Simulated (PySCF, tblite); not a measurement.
# C7H10FP: geometry, infrared bands and NMR shifts

What infrared bands and NMR shifts should C7H10FP (`C=CCP1CC=C(F)C1`) show?

Computed with tblite 0.8.0 and PySCF 2.14.0, with density-fitted response routines of our own, on a single molecule in the gas phase. Atoms count from 0, in the outputs and in this text.

### Step 1. The molecule as given

19 atoms, charge 0, multiplicity 1; geometry from: force field or distance geometry start.

Bonds of the start (Å): C0–C1 1.33, C1–C2 1.50, C2–P3 1.81, P3–C4 1.82, C4–C5 1.48, C5–C6 1.33, C6–F7 1.35, C6–C8 1.48, C8–P3 1.83, C0–H9 1.10, C0–H10 1.08, C1–H11 1.10, C2–H12 1.09, C2–H13 1.10, C4–H14 1.08, C4–H15 1.09, C5–H16 1.09, C8–H17 1.09, C8–H18 1.10.

### Step 2. Optimising the geometry with GFN2-xTB

Job settings and geometry (Å):

```
{"job": {"kind": "relax", "xc": "GFN2-xTB", "basis": "xTB"}, "charge": 0, "multiplicity": 1}
C     -2.796500     1.100800     0.012300
C     -2.263000    -0.077100    -0.303400
C     -0.960600    -0.249500    -1.035200
P      0.062700    -1.126300     0.179300
C      1.559900    -1.439000    -0.811500
C      2.286700    -0.173100    -0.572300
C      1.869000     0.637000     0.400600
F      2.531600     1.790300     0.655700
C      0.685500     0.254900     1.209400
H     -3.759900     1.155100     0.539700
H     -2.324000     2.039100    -0.245200
H     -2.811600    -0.988600    -0.028300
H     -1.148000    -0.858400    -1.917900
H     -0.539700     0.708800    -1.361700
H      2.136800    -2.281700    -0.452700
H      1.335800    -1.577300    -1.867300
H      3.165800     0.081500    -1.157300
H      0.985000    -0.076600     2.205100
H     -0.025400     1.089400     1.308400
```

The run is started by

```
> OMP_NUM_THREADS=1 python probes_run.py task.json out
```

One launch serves the whole session: the jobs run in the order shown.

**Question.** This job is followed by: GFN2-xTB harmonic vibrations, gas phase; GIAO PBE0/pcSseg-1 NMR shielding, non-relativistic, gas phase. Predict these results of the whole session: strongest single infrared mode (GFN2-xTB); zero-point energy (GFN2-xTB); 13C shifts against TMS (PBE0/pcSseg-1); 1H shifts against TMS (PBE0/pcSseg-1, means over atoms taken as alike); 31P shifts against H3PO4 (PBE0/pcSseg-1); 19F shifts against CFCl3 (PBE0/pcSseg-1).

**Answer**, as computed:

| quantity | value |
| --- | --- |
| strongest single infrared mode (GFN2-xTB) | 1261 cm⁻¹, 93 km/mol |
| zero-point energy (GFN2-xTB) | 93.0 kcal/mol |
| 13C shifts against TMS (PBE0/pcSseg-1) | 173.8, 143.0, 124.5, 108.7, 39.8, 30.5, 29.9 ppm |
| 1H shifts against TMS (PBE0/pcSseg-1, means over atoms taken as alike) | 6.12, 5.43, 5.37, 5.34, 2.57, 2.40, 2.33 ppm |
| 31P shifts against H3PO4 (PBE0/pcSseg-1) | -40.5 ppm |
| 19F shifts against CFCl3 (PBE0/pcSseg-1) | -114.6 ppm |

In words: The optimisation took 74 steps and gained 0.412 eV; among the close pairs (by a distance rule), C2–P3 changed most, from 1.814 to 1.879 Å. No mode is imaginary among the 51: a minimum at this level. The strongest single mode, at 1261 cm⁻¹, is carried by C6, H16, C8. GFN2-xTB is a fitted tight-binding method: band positions and strengths are rough. Its intensities can rank the bands wrongly.
